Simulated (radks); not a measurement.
**Kr²⁺ in [Ar] 3d10 4s2 4p4: an all-electron calculation**

An exercise on one series of results from a longer session: the logs are not shown, and one member is left open.

Program: radks (a radial shooting solver on a logarithmic mesh, Libxc functionals) version 1. Level of theory: scalar-relativistic Kohn-Sham, PBE, spin-polarised, spherical densities, finite nucleus; open shells are filled with parallel spins first. These are calculated values, not measurements, unless marked.

## What is computed

```
element            : krypton (Z = 36)
charge             : +2
electrons          : 34
configuration      : [Ar] 3d10 4s2 4p4
nuclear rms radius : 4.1884 fm
```

Outer shells as boxes (Hund's rule):

Kr²⁺
```
[Ar] core
3d [↑↓][↑↓][↑↓][↑↓][↑↓]
4s [↑↓]
4p [↑↓][↑ ][↑ ]
```

Set-up of the first run:

The run's settings:

```text
Z 36
configuration [Ar] 3d10 4s2 4p4
relativity scalar-relativistic
functional pbe,pbe
spin polarised
nucleus finite rms 4.1884 fm
c 137.035999084
```

The run is started by

```console
python run_ks.py task.json out
```

All runs below come from this command, one after another.

One of the session's tables, all rows but one given; the rest of the session is left out.

It belongs to the step «Shells». Radial moments (bohr):

| level | <r> | outermost maximum (interpolated) | 90 % within | nodes |
| --- | --- | --- | --- | --- |
| 1s up | 0.04149 | 0.0271 | 0.0742 | 0 |
| 1s down | 0.04149 | 0.0271 | 0.0742 | 0 |
| 2s up | 0.1835 | 0.154 | 0.284 | 1 |
| 2s down | 0.1835 | 0.154 | 0.284 | 1 |
| 2p up | 0.1601 | 0.123 | 0.261 | 0 |
| 2p down | 0.1601 | 0.123 | 0.261 | 0 |
| 3s up | 0.5302 | 0.467 | 0.788 | 2 |
| 3s down | 0.5301 | 0.467 | 0.788 | 2 |
| 3p up | 0.5404 | 0.463 | 0.824 | 1 |
| 3p down | ? | ? | ? | ? |
| 3d up | 0.5554 | 0.411 | 0.910 | 0 |
| 3d down | 0.5539 | 0.411 | 0.906 | 0 |
| 4s up | 1.501 | 1.32 | 2.20 | 3 |
| 4s down | 1.501 | 1.31 | 2.21 | 3 |
| 4p up | 1.730 | 1.48 | 2.57 | 2 |
| 4p down | 1.747 | 1.48 | 2.62 | 2 |

Q: Estimate the row for 3p down from the others.

As computed: <r>: 0.5402; outermost maximum (interpolated): 0.463; 90 % within: 0.823; nodes: 1. In the column «<r>» it lies between 3s up (0.5302) and 3p up (0.5404).

To keep in mind: Open shells are spherical and high-spin; term and fine-structure splittings are not resolved.
